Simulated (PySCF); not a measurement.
# Ir3 (Ir3-): the cost of one run

Program: PySCF 2.14.0. Level of theory: TPSS, Ir def2-SVP with ECP60; scalar-relativistic core potentials, no spin–orbit coupling. These are calculated values, not measurements.

4 further runs of the same task are left out: 2 for a known fault of the program, 1 that didn't finish, 1 set aside as unsound or not needed.

### Step 1. The starting structure

3 atoms, charge -1, spin multiplicity 1.

Bond lengths: Ir1–Ir2 2.448 Å, Ir1–Ir3 2.448 Å, Ir2–Ir3 2.449 Å. Angles: Ir2–Ir1–Ir3 60.0°, Ir1–Ir2–Ir3 60.0°, Ir1–Ir3–Ir2 60.0°.

Geometry (Å):

```xyz
3

Ir    1.4136    0.0000    0.0000
Ir   -0.7068    1.2243    0.0000
Ir   -0.7068   -1.2243    0.0000
```

### Step 2. SCF at the start, singlet

Contents of run.py (the lines that set the calculation):

```python
mol = gto.M(atom='''
Ir     1.41360     0.00000     0.00000
Ir    -0.70680     1.22430     0.00000
Ir    -0.70680    -1.22430     0.00000''',
    basis={'Ir': 'def2-SVP'},
    ecp={'Ir': 'def2-SVP'},
    charge=-1, spin=0)
mf = dft.RKS(mol, xc='TPSS')
mf.grids.atom_grid = (50, 194)
mf = mf.density_fit()  # fitting sets: Ir def2-universal-JKFIT
mf.conv_tol = 1e-08; mf.max_cycle = 55
mf.kernel(dm0)  # dm0: free metal ions and neutral atoms
```

Command:

```bash
$ OMP_NUM_THREADS=2 python run.py
```

Q: Estimate wall time and peak memory on 2 threads of Arm Neoverse V1, shared host.

About 48 s, with a peak of 0.44 GiB.
